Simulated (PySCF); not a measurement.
# C2H5BF2O2: the cost of one run

Programs: PySCF 2.14.0, with density-fitted response routines of our own. Each step states its level of theory. These are calculated values for one molecule in the gas phase, unless marked as measured. Atoms are numbered from 0 throughout.

## Step 1: The molecule as given

12 atoms, charge 0, multiplicity 1; geometry from: GFN2-xTB. The atoms were then displaced at random by about 0.01 Å, so the start is not that level's minimum.

Bonds of the start (Å): B0–O1 1.35, O1–C2 1.40, C2–O3 1.38, O3–C4 1.38, C4–F5 1.35, C4–F6 1.34, B0–H7 1.21, B0–H8 1.14, C2–H9 1.08, C2–H10 1.09, C4–H11 1.11.

## Step 2: Optimising the geometry at PBE0-D3(BJ)/def2-SVP

What the job is given:

```
{"job": {"xc": "PBE0", "basis": "def2-SVP", "d3": "d3bj", "grid": 1, "shake": 0.01, "kind": "geom"}, "charge": 0, "multiplicity": 1}
B      2.240060    -0.184420     0.070020
O      0.943560    -0.504130    -0.150160
C     -0.010260     0.310160    -0.783300
O     -0.886920     0.817470     0.155650
C     -1.677100    -0.138320     0.763400
F     -2.646580    -0.594090    -0.061570
F     -2.297120     0.435430     1.803130
H      2.675690     0.871210    -0.316120
H      2.853090    -0.953000     0.652550
H     -0.509060    -0.287330    -1.531890
H      0.453110     1.203080    -1.211990
H     -1.098770    -1.004340     1.145390
```

Run with:

```bash
$ OMP_NUM_THREADS=1 python probes_run.py task.json out
```

This one command runs all jobs of the session in turn.

**Question.** How long does this first job take on 1 thread of Arm Neoverse V1, shared host, and how much memory does it need?

About 67 s, with a peak of 0.5 GiB.
